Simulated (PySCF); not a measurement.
# C₁₂H₁₂Ge: NMR shieldings

Aim: compute the NMR shieldings of C₁₂H₁₂Ge (`c1cc[c]([GeH2][c]2ccccc2)cc1`).

Computed with PySCF 2.14.0 and routines of our own; the level stands in each step. Atoms count from 0.

### Step 1. The starting structure

25 atoms, charge 0, multiplicity 1; geometry from: GFN2-xTB.

### Step 2. NMR shieldings: PBE0/pcSseg-1 Ge:us-x2c-TZVPall-2c, spin–orbit

Job settings and geometry (Å):

```
{"job": {"kind": "hnmr", "xc": "PBE0", "basis": {"default": "pcSseg-1", "Ge": "us-x2c-TZVPall-2c"}, "rel": "so"}, "charge": 0, "multiplicity": 1}
C     -3.888988     0.962938     0.375772
C     -2.793447     1.299832     1.153724
C     -1.660457     0.507757     1.128750
C     -1.602949    -0.629182     0.331247
Ge     0.026249    -1.717831     0.298245
C      1.611868    -0.595008     0.027843
C      2.853455    -0.987008     0.512432
C      3.971228    -0.196440     0.316588
C      3.859767     1.002033    -0.368206
C      2.628011     1.404844    -0.855670
C      1.513743     0.609898    -0.656763
C     -2.707046    -0.953623    -0.446017
C     -3.844114    -0.165611    -0.425045
H     -4.775116     1.581030     0.391537
H     -2.822857     2.182152     1.777418
H     -0.801051     0.773526     1.732105
H      0.210221    -2.490820     1.580975
H     -0.111927    -2.757426    -0.785962
H      2.938495    -1.922555     1.050255
H      4.931059    -0.511955     0.700302
H      4.731425     1.622371    -0.519195
H      2.537016     2.340368    -1.389271
H      0.549363     0.928929    -1.032432
H     -2.669841    -1.834638    -1.073899
H     -4.695040    -0.429437    -1.036905
```

With the program's defaults for keys left out, this is: PBE0/pcSseg-1 Ge:us-x2c-TZVPall-2c GIAO NMR shielding, X2C with spin-orbit coupling, screened-nuclear two-electron part, Gaussian nuclei, gas phase.

The run is started by

```
OMP_NUM_THREADS=1 python heavy_run.py task.json out
```

This one command runs all jobs of the session in turn.

The program printed:

```text
spin-free SCF
coarse grid: 99240 points
cycle   1  E = -2562.5365832219  dE =  2.269e+00  |g| = 6.299e-01  |ddm| = 5.192e+00
cycle   2  E = -2562.5166017219  dE =  1.998e-02  |g| = 7.601e-01  |ddm| = 1.355e+00
cycle   3  E = -2562.6106028842  dE = -9.400e-02  |g| = 4.509e-02  |ddm| = 6.226e-01
cycle   4  E = -2562.6106586332  dE = -5.575e-05  |g| = 3.664e-02  |ddm| = 6.680e-02
cycle   5  E = -2562.6109582605  dE = -2.996e-04  |g| = 1.230e-02  |ddm| = 4.595e-02
cycle   6  E = -2562.6110010691  dE = -4.281e-05  |g| = 3.360e-03  |ddm| = 1.692e-02
cycle   7  E = -2562.6110032239  dE = -2.155e-06  |g| = 4.353e-04  |ddm| = 3.187e-03
final grid: 212000 points
cycle   8  E = -2562.6110352973  dE = -1.444e-07  |g| = 6.653e-04  |ddm| = 4.049e-03
cycle   9  E = -2562.6110351159  dE =  1.815e-07  |g| = 1.079e-03  |ddm| = 1.615e-03
cycle  10  E = -2562.6110354047  dE = -2.888e-07  |g| = 1.141e-04  |ddm| = 1.058e-03
cycle  11  E = -2562.6110354084  dE = -3.744e-09  |g| = 2.434e-05  |ddm| = 1.480e-04
converged SCF energy = -2562.6110354084
two-component SCF
cycle   1  E = -2562.5743899375  dE = -2.563e+03  |FDS-SDF| = 5.393e+00
cycle   2  E = -2562.6523782095  dE = -7.799e-02  |FDS-SDF| = 6.734e-02
cycle   3  E = -2562.6524217641  dE = -4.355e-05  |FDS-SDF| = 1.388e-03
cycle   4  E = -2562.6524222743  dE = -5.103e-07  |FDS-SDF| = 4.179e-04
cycle   5  E = -2562.6524222946  dE = -2.023e-08  |FDS-SDF| = 2.924e-04
cycle   6  E = -2562.6524223030  dE = -8.440e-09  |FDS-SDF| = 3.546e-05
converged, E = -2562.6524223030

Field gradients (au) and densities at the nuclei (bohr^-3)
atom        Vxx        Vyy        Vzz        centre      nuclear mean
  0 C     -0.1382    -0.1994     0.3375        114.616        114.616
  1 C     -0.1330    -0.1947     0.3278        114.617        114.617
  2 C     -0.1446    -0.1896     0.3342        114.626        114.626
  3 C     -0.1147    -0.1982     0.3129        114.609        114.608
  4 Ge    -0.0336    -0.2322     0.2658      28292.574      28277.827
  5 C     -0.1129    -0.1999     0.3129        114.611        114.611
  6 C     -0.1396    -0.1892     0.3287        114.624        114.624
  7 C     -0.1315    -0.1938     0.3253        114.616        114.616
  8 C     -0.1369    -0.1994     0.3363        114.616        114.616
  9 C     -0.1323    -0.1954     0.3277        114.617        114.617
 10 C     -0.1521    -0.1868     0.3389        114.627        114.626
 11 C     -0.1442    -0.1903     0.3345        114.626        114.626
 12 C     -0.1322    -0.1938     0.3259        114.616        114.616
 13 H     -0.1535    -0.1727     0.3262          0.390          0.390
 14 H     -0.1530    -0.1725     0.3255          0.390          0.390
 15 H     -0.1480    -0.1704     0.3184          0.390          0.390
 16 H     -0.0770    -0.0791     0.1561          0.348          0.348
 17 H     -0.0766    -0.0795     0.1561          0.348          0.348
 18 H     -0.1499    -0.1714     0.3212          0.391          0.391
 19 H     -0.1530    -0.1729     0.3259          0.390          0.390
 20 H     -0.1536    -0.1729     0.3265          0.390          0.390
 21 H     -0.1531    -0.1726     0.3257          0.390          0.390
 22 H     -0.1483    -0.1692     0.3175          0.389          0.389
 23 H     -0.1502    -0.1705     0.3207          0.391          0.391
 24 H     -0.1530    -0.1728     0.3258          0.390          0.390
without picture change
  4 Ge                           0.2755                     41208.241

Core orbital energies (eV)
atom   shell        mean    spread
  4 Ge 1s       -11006.869   0.000
  4 Ge 2s        -1391.673   0.000
  4 Ge 3s         -176.218   0.000
  4 Ge 4s          -17.570   0.000
  4 Ge 2p1/2     -1236.348   0.000
  4 Ge 2p3/2     -1204.642   0.004
  4 Ge 3p1/2      -124.580   0.000
  4 Ge 3p3/2      -120.257   0.011
  4 Ge 3d3/2       -32.783   0.009
  4 Ge 3d5/2       -32.213   0.056

Shielding tensors (ppm)
atom      isotropic    diamagn.    paramagn.     s11        s22        s33       span
  0 C        51.92      254.16     -202.24     -59.19      35.57     179.38     238.57
  1 C        53.57      253.65     -200.08     -58.62      41.69     177.65     236.27
  2 C        45.50      253.36     -207.87     -71.55      35.02     173.02     244.57
  3 C        45.61      254.77     -209.16     -49.74       5.11     181.46     231.20
  4 Ge     1662.12     2655.10     -992.98    1563.31    1641.48    1781.57     218.25
  5 C        45.08      254.67     -209.59     -49.86       4.94     180.18     230.04
  6 C        46.07      251.74     -205.67     -70.23      39.32     169.11     239.34
  7 C        53.84      253.78     -199.94     -57.55      41.94     177.12     234.68
  8 C        52.20      254.27     -202.06     -58.72      36.30     179.03     237.75
  9 C        53.56      253.57     -200.01     -58.83      42.25     177.26     236.09
 10 C        46.07      254.27     -208.19     -70.54      34.40     174.37     244.92
 11 C        45.13      251.58     -206.45     -71.46      39.79     167.06     238.52
 12 C        53.46      253.58     -200.12     -57.91      41.36     176.93     234.84
 13 H        23.94       28.13       -4.18      20.69      24.73      26.41       5.73
 14 H        24.01       30.97       -6.96      20.60      24.09      27.32       6.72
 15 H        23.88       35.24      -11.36      19.67      21.27      30.71      11.04
 16 H        26.24       30.62       -4.37      19.48      21.86      37.38      17.90
 17 H        26.34       30.96       -4.62      19.03      22.49      37.51      18.47
 18 H        23.71       32.24       -8.53      19.19      22.13      29.81      10.63
 19 H        24.00       28.16       -4.16      20.57      24.55      26.88       6.31
 20 H        24.02       28.26       -4.25      20.68      24.85      26.53       5.85
 21 H        24.11       31.76       -7.65      20.49      24.11      27.73       7.24
 22 H        24.11       36.43      -12.33      18.87      22.12      31.33      12.46
 23 H        23.65       32.83       -9.19      19.05      22.20      29.69      10.64
 24 H        23.95       28.58       -4.63      20.55      24.44      26.87       6.31
```

It took 11 min on 1 thread of Arm Neoverse V1, shared host; peak memory 2.5 GiB.

Key values:

```tsv
quantity	value
energy from spin-orbit coupling	-0.0414 Eh
```

### Step 3. NMR shieldings: PBE0/pcSseg-1 Ge:us-x2c-TZVPall-2c, spin-free

Settings changed since step 2:

```diff
@@ -1,2 +1,2 @@
-{"job": {"kind": "hnmr", "xc": "PBE0", "basis": {"default": "pcSseg-1", "Ge": "us-x2c-TZVPall-2c"}, "rel": "so"}, "charge": 0, "multiplicity": 1}
+{"job": {"kind": "hnmr", "xc": "PBE0", "basis": {"default": "pcSseg-1", "Ge": "us-x2c-TZVPall-2c"}, "rel": "sf"}, "charge": 0, "multiplicity": 1}
 C     -3.888988     0.962938     0.375772
```

With the program's defaults for keys left out, this is: PBE0/pcSseg-1 Ge:us-x2c-TZVPall-2c GIAO NMR shielding, spin-free X2C, Gaussian nuclei, gas phase.

The program printed:

```text
spin-free SCF
coarse grid: 99240 points
cycle   1  E = -2562.5365832219  dE =  2.269e+00  |g| = 6.299e-01  |ddm| = 5.192e+00
cycle   2  E = -2562.5166017219  dE =  1.998e-02  |g| = 7.601e-01  |ddm| = 1.355e+00
cycle   3  E = -2562.6106028842  dE = -9.400e-02  |g| = 4.509e-02  |ddm| = 6.226e-01
cycle   4  E = -2562.6106586332  dE = -5.575e-05  |g| = 3.664e-02  |ddm| = 6.680e-02
cycle   5  E = -2562.6109582605  dE = -2.996e-04  |g| = 1.230e-02  |ddm| = 4.595e-02
cycle   6  E = -2562.6110010691  dE = -4.281e-05  |g| = 3.360e-03  |ddm| = 1.692e-02
cycle   7  E = -2562.6110032239  dE = -2.155e-06  |g| = 4.353e-04  |ddm| = 3.187e-03
final grid: 212000 points
cycle   8  E = -2562.6110352973  dE = -1.444e-07  |g| = 6.653e-04  |ddm| = 4.049e-03
cycle   9  E = -2562.6110351159  dE =  1.815e-07  |g| = 1.079e-03  |ddm| = 1.615e-03
cycle  10  E = -2562.6110354047  dE = -2.888e-07  |g| = 1.141e-04  |ddm| = 1.058e-03
cycle  11  E = -2562.6110354084  dE = -3.744e-09  |g| = 2.434e-05  |ddm| = 1.480e-04
converged SCF energy = -2562.6110354084
check of the scalar solution
cycle   1  E = -2562.6110354084  dE = -2.563e+03  |FDS-SDF| = 2.434e-05
cycle   2  E = -2562.6110354084  dE =  3.274e-11  |FDS-SDF| = 2.983e-05
converged, E = -2562.6110354084

Field gradients (au) and densities at the nuclei (bohr^-3)
atom        Vxx        Vyy        Vzz        centre      nuclear mean
  0 C     -0.1382    -0.1994     0.3375        114.616        114.616
  1 C     -0.1330    -0.1947     0.3278        114.617        114.617
  2 C     -0.1446    -0.1896     0.3342        114.626        114.626
  3 C     -0.1147    -0.1982     0.3130        114.609        114.608
  4 Ge    -0.0335    -0.2323     0.2658      28291.229      28276.481
  5 C     -0.1130    -0.1999     0.3129        114.611        114.611
  6 C     -0.1396    -0.1892     0.3288        114.624        114.624
  7 C     -0.1315    -0.1938     0.3253        114.616        114.616
  8 C     -0.1369    -0.1994     0.3363        114.616        114.616
  9 C     -0.1323    -0.1954     0.3277        114.617        114.617
 10 C     -0.1521    -0.1868     0.3389        114.627        114.626
 11 C     -0.1442    -0.1903     0.3345        114.626        114.626
 12 C     -0.1322    -0.1938     0.3259        114.616        114.616
 13 H     -0.1535    -0.1727     0.3262          0.390          0.390
 14 H     -0.1530    -0.1725     0.3255          0.390          0.390
 15 H     -0.1480    -0.1704     0.3184          0.390          0.390
 16 H     -0.0770    -0.0791     0.1561          0.348          0.348
 17 H     -0.0766    -0.0795     0.1562          0.348          0.348
 18 H     -0.1499    -0.1714     0.3212          0.391          0.391
 19 H     -0.1530    -0.1729     0.3259          0.390          0.390
 20 H     -0.1536    -0.1729     0.3265          0.390          0.390
 21 H     -0.1531    -0.1726     0.3257          0.390          0.390
 22 H     -0.1483    -0.1692     0.3175          0.389          0.389
 23 H     -0.1502    -0.1705     0.3207          0.391          0.391
 24 H     -0.1530    -0.1728     0.3258          0.390          0.390
without picture change
  4 Ge                           0.2756                     41208.523

Core orbital energies (eV)
atom   shell        mean    spread
  4 Ge 1s       -11007.001   0.000
  4 Ge 2s        -1391.697   0.000
  4 Ge 3s         -176.220   0.000
  4 Ge 4s          -17.570   0.000
  4 Ge 2p        -1215.074   0.007
  4 Ge 3p         -121.678   0.018
  4 Ge 3d          -32.440   0.098

Shielding tensors (ppm)
atom      isotropic    diamagn.    paramagn.     s11        s22        s33       span
  0 C        51.52      254.05     -202.52     -59.54      35.22     178.88     238.42
  1 C        53.18      253.51     -200.32     -59.01      41.34     177.22     236.22
  2 C        45.37      253.21     -207.83     -71.57      34.69     173.00     244.57
  3 C        44.63      254.56     -209.93     -49.87       4.08     179.66     229.53
  4 Ge     1472.84     2771.20    -1298.36    1373.67    1452.03    1592.81     219.15
  5 C        44.00      254.43     -210.43     -49.99       3.49     178.49     228.48
  6 C        46.03      251.61     -205.58     -70.23      39.01     169.32     239.55
  7 C        53.49      253.65     -200.16     -57.96      41.60     176.82     234.78
  8 C        51.82      254.16     -202.34     -59.06      35.95     178.56     237.62
  9 C        53.17      253.43     -200.25     -59.23      41.85     176.89     236.12
 10 C        45.94      254.12     -208.18     -70.66      34.05     174.44     245.09
 11 C        45.08      251.45     -206.37     -71.62      39.47     167.40     239.02
 12 C        53.13      253.44     -200.31     -58.32      40.97     176.75     235.07
 13 H        23.95       28.13       -4.18      20.65      24.75      26.46       5.81
 14 H        24.02       30.97       -6.95      20.58      24.11      27.37       6.79
 15 H        23.90       35.24      -11.34      19.65      21.29      30.75      11.10
 16 H        26.34       30.71       -4.37      19.72      21.79      37.53      17.81
 17 H        26.44       31.05       -4.60      19.27      22.41      37.65      18.37
 18 H        23.74       32.22       -8.48      19.20      22.18      29.85      10.65
 19 H        24.01       28.16       -4.15      20.54      24.57      26.93       6.39
 20 H        24.03       28.27       -4.24      20.64      24.87      26.57       5.93
 21 H        24.13       31.76       -7.63      20.47      24.13      27.79       7.32
 22 H        24.12       36.43      -12.31      18.87      22.12      31.38      12.51
 23 H        23.68       32.82       -9.14      19.09      22.22      29.73      10.64
 24 H        23.96       28.58       -4.62      20.51      24.45      26.92       6.40
```

Run time: 4.1 min. Hardware: 1 thread of Arm Neoverse V1, shared host; peak memory 2 GiB.

### Step 4. Shieldings side by side

```tsv
run	Ge4	C5	C3	C0	C1	C9	C8	time
step 2, PBE0/pcSseg-1 Ge:us-x2c-TZVPall-2c, spin–orbit	1662.1	45.1	45.6	51.9	53.6	53.6	52.2	11 min
step 3, PBE0/pcSseg-1 Ge:us-x2c-TZVPall-2c, spin-free	1472.8	44.0	44.6	51.5	53.2	53.2	51.8	4.1 min
```

### Step 5. Summary of results

| quantity | value |
| --- | --- |
| energy from spin-orbit coupling (step 2, PBE0/pcSseg-1 Ge:us-x2c-TZVPall-2c, spin–orbit) | -0.0414 Eh |
| shieldings (step 2, PBE0/pcSseg-1 Ge:us-x2c-TZVPall-2c, spin–orbit) | C0 51.9, C1 53.6, C2 45.5, C3 45.6, Ge4 1662.1, C5 45.1, C6 46.1, C7 53.8, C8 52.2, C9 53.6, C10 46.1, C11 45.1, C12 53.5 ppm |
| shieldings (step 3, PBE0/pcSseg-1 Ge:us-x2c-TZVPall-2c, spin-free) | C0 51.5, C1 53.2, C2 45.4, C3 44.6, Ge4 1472.8, C5 44.0, C6 46.0, C7 53.5, C8 51.8, C9 53.2, C10 45.9, C11 45.1, C12 53.1 ppm |

In words: Ge4 moves most between the runs, by 189 ppm; the labels say what changes from run to run.
